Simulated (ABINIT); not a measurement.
Runs of ABINIT 10.8.3 (patched build) on GeCN2. The structure is trigonal, space group R-3m (No. 166). The conventional cell has a = 3.588 Å, b = 3.588 Å, c = 14.766 Å, α = 90.00°, β = 90.00°, γ = 120.00°. Ge (site symmetry -3m) is surrounded by 6 N at 2.40 Å. N (site symmetry 3m) has 1 C at 1.24 Å as nearest neighbours. C (site symmetry -3m) is surrounded by 2 N at 1.24 Å. The cell comes from a database or a generator and needn't be the stable form of this composition.

```tsv
task	level	cell	k mesh	cutoff (eV)	fine-grid cutoff	cell freedom (optcell)	cutoff smearing ecutsm (Ha)	optimiser (ionmov)	force stop (Ha/bohr)	gap on the mesh (eV)	pressure (GPa)	relaxed volume (Å³/atom)	largest force (eV/Å)
band structure	PBEsol	as given	9 × 9 × 9	707	1306.15 eV	-	-	-	-	1.00	(a)	-	0.02
band structure	r2SCAN	as given	6 × 6 × 6	844	1442.2 eV	-	-	-	-	1.09	-	-	0.73
relaxation of cell and atoms	r2SCAN	relaxed	5 × 5 × 5	844	1442.2 eV	2	0.5	2	0.0001	1.37	-	(b)	-
relaxation of cell and atoms	PBEsol	relaxed	6 × 6 × 6	707	1306.15 eV	2	0.5	2	0.0005	0.83	0.0	13.06	0.01
```

Alike in all rows: potentials or basis JTH PAW PBE v2.0; no spin polarisation; smearing fermi-dirac 0.05 eV.

Task: Fill in the values left out.

Result: (a) -3.2; (b) 14.50.

Caveats: the PAW data sets were made with another functional, which shifts forces and pressure a little; an odd mesh through Γ misses points on the zone boundary, where band edges often lie (some runs).

A k mesh can miss the band edges, and the runs leave out spin-orbit coupling on Ge.

Not every run made on this cell is shown here.
